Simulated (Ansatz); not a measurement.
Which YAML input does this script hand to the engine? (Ansatz 0.2.0 through its Python package)

Notebook, run cell by cell (the value of a cell's last expression is shown):

```python
from dataclasses import dataclass
from pathlib import Path

import ansatz as az
import numpy as np
from pymatgen.core import Structure
from pymatgen.symmetry.analyzer import SpacegroupAnalyzer
```

```python
@dataclass
class RunConfig:
    k_spacing: float = 0.43
    filling: str = 'fermi_dirac'
    smearing_width: float = 0.3
    scf_tol: float = 1e-09
    max_scf: int = 100
```

```python
cfg = RunConfig()
```

```python
vectors = np.array([
    [-1.65565, 1.65565, 1.65565],
    [1.65565, -1.65565, 1.65565],
    [1.65565, 1.65565, -1.65565],
])
structure = az.Lattice.of(vectors).atom('Ag', [0.0, 0.0, 0.0])
```

```python
# functional, basis and sampling
setup = (
    structure.calculation()
    .kpoints(spacing=cfg.k_spacing)
    .initial_density(normalization='cell')
    .occupations(cfg.filling, width=cfg.smearing_width)
    .functional(az.Functional.PBESOL)
    .scf(tolerance=cfg.scf_tol, max_iterations=cfg.max_scf)
    .band_table()
    .density_of_states(energy_step=0.1, projected=True)
    .density()
    .electron_localization_function()
    .output_files(volumetric_format='npy')
    .forces()
)
def show(event):
    row = event['data']
    if event['event'] == 'scf_iter' and row.get('harris_foulkes_ev') is not None:
        print(f'  iteration {row["iter"]:3d}  Harris-Foulkes {row["harris_foulkes_ev"]:.5f} eV  residual {row["dr2_ev"]:.2e}')
```

```python
out = setup.session().plan().execute(on_event=show)
report = out.report
```

    DeckWarning: basis.ecutwfc = 420 eV, auto-derived from the records' recommended cutoffs: set by Ag (normal level)
      iteration   1  Harris-Foulkes -7522.54689 eV  residual 1.16e+00
      iteration   2  Harris-Foulkes -7522.26520 eV  residual 1.17e-01
      iteration   3  Harris-Foulkes -7522.23379 eV  residual 1.63e-02
      iteration   4  Harris-Foulkes -7522.23188 eV  residual 4.55e-04
      iteration   5  Harris-Foulkes -7522.23196 eV  residual 2.90e-05
      iteration   6  Harris-Foulkes -7522.23196 eV  residual 2.67e-07
      iteration   7  Harris-Foulkes -7522.23196 eV  residual 4.64e-09
      iteration   8  Harris-Foulkes -7522.23196 eV  residual 6.65e-11

```python
report['n_electrons']
```

    19.0

```python
report['converged'], report['free_energy_ev']
```

    (True, -7522.231964618177)

```python
print('%-22s %14.5f eV' % ('F = E - TS', report['free_energy_ev']))
print('%-22s %14.5f eV' % ('E', report['internal_energy_ev']))
print('%-22s %14.5f eV' % ('Harris-Foulkes', report['harris_foulkes_ev']))
print('%-22s %14.5f eV' % ('Fermi level', report['fermi_energy_ev']))
```

    F = E - TS                -7522.23196 eV
    E                         -7522.15835 eV
    Harris-Foulkes            -7522.23196 eV
    Fermi level                  15.72221 eV

```python
final = Structure(out.lattice.cell_ang, [s.symbol for s in out.lattice.sites], [s.position_frac for s in out.lattice.sites])
analyser = SpacegroupAnalyzer(final, symprec=0.01)
standard = analyser.get_conventional_standard_structure()
print(analyser.get_crystal_system(), analyser.get_space_group_symbol(), len(standard), 'atoms in the conventional cell')
print('a b c (A):', [round(x, 4) for x in standard.lattice.abc], ' angles:', [round(x, 2) for x in standard.lattice.angles])
print(f'mass density {float(final.density):.3f} g/cm^3')
```

    cubic Im-3m 2 atoms in the conventional cell
    a b c (A): [3.3113, 3.3113, 3.3113]  angles: [90.0, 90.0, 90.0]
    mass density 9.867 g/cm^3

```python
edges = report.get('band_edges_ev')
if edges:
    print(f'band edges on the mesh: {edges[0]:.3f} and {edges[1]:.3f} eV, gap {edges[1] - edges[0]:.3f} eV')
else:
    print('no band edges reported (a metal, or a gap too narrow for this smearing); Fermi level', round(report['fermi_energy_ev'], 3), 'eV')

# d-band centre and width over a window about the Fermi level
dos = out.density_of_states()
energy = np.asarray(dos.energies_ev) - dos.fermi_ev
window = (energy > -12) & (energy < 3)
for index, site in enumerate(out.projected_density_of_states().sites):
    for shell in site.shells:
        if shell.l == 2:
            g = sum(np.sum(part.g_bin_mean_per_ev, axis=0) for part in shell.curves)[window]
            if g.sum() > 1e-6:
                centre = (g * energy[window]).sum() / g.sum()
                width = np.sqrt((g * (energy[window] - centre) ** 2).sum() / g.sum())
                print(f'site {index} {site.species} {shell.label}: centre {centre:.3f} eV, rms width {width:.3f} eV')
```

    no band edges reported (a metal, or a gap too narrow for this smearing); Fermi level 15.722 eV
    site 0 Ag 4D: centre -4.035 eV, rms width 1.112 eV

```python
# ELF is 0.5 in a uniform gas and nears 1 where pairs localise
folder = Path(out.write_results('elf'))
elf = np.load(folder / 'elf.npy')
peak = np.unravel_index(elf.argmax(), elf.shape)
print(f'largest ELF {elf.max():.3f} at grid fractions', np.round(np.array(peak) / elf.shape, 3))
for level in (0.2, 0.5, 0.7, 0.8, 0.9):
    print(f'share of the cell with ELF over {level}: {np.mean(elf > level):.3f}')
```

    largest ELF 0.870 at grid fractions [0. 0. 0.]
    share of the cell with ELF over 0.2: 0.330
    share of the cell with ELF over 0.5: 0.076
    share of the cell with ELF over 0.7: 0.014
    share of the cell with ELF over 0.8: 0.002
    share of the cell with ELF over 0.9: 0.000

```python
# forces in eV per angstrom
print('forces (eV/A)')
for site, force in zip(out.lattice.sites, report['forces_ev_ang']):
    print(f'  {site.symbol:2s} {force[0]:9.4f} {force[1]:9.4f} {force[2]:9.4f}')
```

    forces (eV/A)
      Ag   -0.0000    0.0000   -0.0000

`input.yaml`:
```yaml
crystal:
  lattice:
    - [-1.65565, 1.65565, 1.65565]
    - [1.65565, -1.65565, 1.65565]
    - [1.65565, 1.65565, -1.65565]
  atoms:
    - { symbol: Ag, position: [0.0, 0.0, 0.0] }
kpoints:
  mp_grid: { kspacing: 0.43 }
hamiltonian:
  xc: pbesol
scf:
  max_iter: 100
  convergence: { dr2_threshold: 1.0e-09 }
  occupations: { method: fermi_dirac, width: 0.3 }
  initial_density: { normalization: cell }
output:
  write_density: true
  volumetric_format: npy
  elf: true
  dos: { de: 0.1, projected: true }
  forces: true
  eigenvalues: true
```

Launched from the shell:
```console
$ ansatz run input.yaml --threads 1 --pin off --max-ram 3072MiB --backend cpu --events-out ev --progress --plain --runs-dir out
band count auto-derived: 15 (N_el = 19.0; filled up to band 10; 14 by the electrons, moments and atoms)
Engine: ansatz 0.2.0, aarch64-unknown-linux-gnu
Pseudopotentials: kind: paw
Pseudopotential: Ag, paw, valence charge 19, recommended cutoff 420 eV (normal), Ag.paw.azcp
Functional definition: PBEsol
  exchange = pbesol_x
  correlation = pbesol_c
Crystal: 1 atoms, lattice volume = 18.154 Å³
Basis set: ecut = 420 eV, 369 PW (Γ), exchange–correlation on 40×40×40 points (8 copies of the dense FFT grid, shifted against one another)
Bands: 15, of which v1, the nominal top of the filled ones, is band 10 counted from 1 (9 counted from 0)
Symmetry: 48 space group operations
Space group: Im-3m (ITA 229), of the structure as read, at distance tolerance 2.6e-5 Å
k-points: 20 of 343
Non-local potential: Ag, projectors of the file, l = 0: 3, l = 1: 2, l = 2: 2, l = 3: 1
PAW form: soft (Blöchl's): semilocal exchange-correlation on the pseudo side does not see the compensation charge
PAW frozen core: Ag, regenerated for the run's functional, and the local potential with it (the file was generated under x = pbe(κ = 0.804, μ = 0.2195149727645171), c = pbe(β = 0.06672455060314922))
PAW one-centre angular grid: Ag, 590 points (default); XC on 64 Gauss nodes
Initial density: superposition of atomic densities (chi_scale 0.1, normalization cell)
Initial wavefunctions: pseudopotential atomic-orbital guess
Functional: x = pbesol(κ = 0.804, μ = 0.12345679012345678), c = pbesol(β = 0.046)
SCF iter   1: F=—  HF=-7522.546893 eV  |F-HF|=—  |Δ(HF+E_count)|=         —  Δρ=7.66e-2  dr2=1.16e0  ethr=3.10e-3  ⟨swp⟩=4.0  Hψ=1352  notcnv=0
preconditioner: auto → Kerker (q_TF=auto, 2.749 Å⁻¹)  [metal: Δε(μ)=0.202 eV  Ē_g=16.874 eV  σ=0.300 eV  W_gap=0.16  n_scr=12 (ndim 8)  ℏωp=28.9 eV  f_vac=0.000  D(μ)=0.28/eV (n_scr^D=0)]
SCF iter   2: F=—  HF=-7522.265204 eV  |F-HF|=—  |Δ(HF+E_count)|=   2.82e-1  Δρ=2.44e-2  dr2=1.17e-1  ethr=3.10e-3  ⟨swp⟩=2.9  Hψ=651  notcnv=0  defer=8
SCF iter   3: F=—  HF=-7522.233787 eV  |F-HF|=—  |Δ(HF+E_count)|=   3.14e-2  Δρ=1.08e-2  dr2=1.63e-2  ethr=6.16e-4  ⟨swp⟩=1.0  Hψ=319  notcnv=0  defer=8
SCF iter   4: F=—  HF=-7522.231877 eV  |F-HF|=—  |Δ(HF+E_count)|=   1.91e-3  Δρ=2.23e-3  dr2=4.55e-4  ethr=8.56e-5  ⟨swp⟩=1.9  Hψ=479  notcnv=0  defer=8
SCF iter   5: F=—  HF=-7522.231962 eV  |F-HF|=—  |Δ(HF+E_count)|=   8.53e-5  Δρ=4.29e-4  dr2=2.90e-5  ethr=2.40e-6  ⟨swp⟩=2.5  Hψ=491  notcnv=0  defer=8
SCF iter   6: F=—  HF=-7522.231961 eV  |F-HF|=—  |Δ(HF+E_count)|=   1.39e-6  Δρ=4.93e-5  dr2=2.67e-7  ethr=1.52e-7  ⟨swp⟩=2.6  Hψ=419  notcnv=0  defer=8
SCF iter   7: F=—  HF=-7522.231965 eV  |F-HF|=—  |Δ(HF+E_count)|=   3.62e-6  Δρ=6.29e-6  dr2=4.64e-9  ethr=1.40e-9  ⟨swp⟩=1.6  Hψ=336  notcnv=0  defer=8
SCF iter   8: F=-7522.231965 eV  HF=-7522.231965 eV  |F-HF|=2.55e-11  |Δ(HF+E_count)|=   1.32e-9  Δρ=6.37e-7  dr2=6.65e-11  ethr=5.26e-12  ⟨swp⟩=5.7  Hψ=989  notcnv=0
SCF 1 converged in 8 iterations: F = -7522.231965 eV  dr2 = 6.65e-11
  greatest PAW one-centre occupation: 1.001 electrons in one spin orbital (limit 2), on the Ag atom at site 0 (counted from 0), in its partial waves of l = 0
SCF converged after 8 iterations
Free energy (F): -7522.231965 eV
Harris-Foulkes:  -7522.231965 eV  (|F-HF|=2.55e-11)
Internal energy: -7522.158353 eV  (E = F + TS)
E sigma→0 (E₀):  -7522.195159 eV
Entropy (-TS):   -0.073612 eV (-73.612 meV/atom)
Fermi energy:    15.722206 eV
--- Per-component energies (eV) ---
  E_band       = -259.562019
  E_kinetic    = 526.404232
  E_local      = -2290.957204  (includes V_loc(G=0)·N_el)
  E_nonlocal   = 82.794885
  E_hartree    = 1033.613592
  E_xc         = -183.083145
  E_vxc        = -233.558122  (∫ρ·V_xc dr)
  E_paw        = -3834.713201  (= ΣΔE_a)
  E_vpaw       = -411.473746  (= ΣTr[D̂ρ^β])
  E_aug_tail   = 0.000292  (compensation charges beyond the density's cutoff)
  E_ewald      = -2856.540544
  E_core_change = 0.322739  (= ΣΔE_core)
  E_smearing   = -0.073612  (= −TS)
  E_closure    = -0.000000  (closes the sum)
  Σ components = -7522.231965   (vs F -7522.231965, Δ=0.00e0)
--- Forces (eV/Å), atoms counted from 1 ---
  atom   1  Ag    -0.00000000     0.00000000    -0.00000000
  max |Σ_I F_I| component: 1.23e-31 eV/Å
--- Band table (eV; the first three rows and the last of 20) ---
  k-point 0: bands = ["-75.9044", "-39.3337", "-39.3337", "-39.3337", "8.4049", "11.1462", "11.1462", "11.1462", "12.3676", "12.3676", "33.3423", "33.3423", "33.3423", "38.8524", "38.8524"]
  k-point 1: bands = ["-75.9018", "-39.3590", "-39.3430", "-39.3334", "9.0169", "11.0045", "11.1805", "11.4899", "12.2405", "12.3793", "31.2587", "32.7632", "33.6955", "35.9982", "36.0039"]
  k-point 2: bands = ["-75.8958", "-39.4155", "-39.3638", "-39.3327", "9.9330", "10.6998", "12.0099", "12.1941", "12.3472", "12.4197", "25.8877", "30.5261", "32.3331", "34.3874", "35.5650"]
  k-point 19: bands = ["-75.8801", "-39.4343", "-39.4311", "-39.4311", "9.9647", "10.0067", "12.8302", "12.8302", "12.9566", "20.5414", "23.0650", "23.0650", "28.0887", "28.7831", "30.6339"]
```

What to keep in mind:
- These settings explore the input space; cutoff and mesh may be short of convergence.
- The mesh is modest for a metal, so energies can be off by several to tens of meV an atom and pressures by half a GPa or more; differences at equal mesh fare better.
- Only differences from the Fermi energy are physical; the zero of the scale is a convention.
- Projections exist only for the shells that the potentials hold, some of them semicore, and samples at single energies can miss narrow peaks.
- A Fermi-Dirac width this large means warm electrons, whose thermal share enters the free energy.
- Densities and potentials on the grid are those of the valence electrons, and inside the cores they hang on the potentials used.
- The cell is a database structure, distorted on purpose.
- Levels are Kohn-Sham eigenvalues on this mesh, without spin-orbit coupling.
- Warnings are shown shortened and without file and line.
- The density of states is complete only as far up as bands were computed.
- A band centre counts only the states inside the window taken.
- Finished in 1.7 s on 1 thread of Arm Neoverse V1, on a shared host, peak memory 0.34 GiB.

(Lines on the test bed's own set-up are left out of the output.)
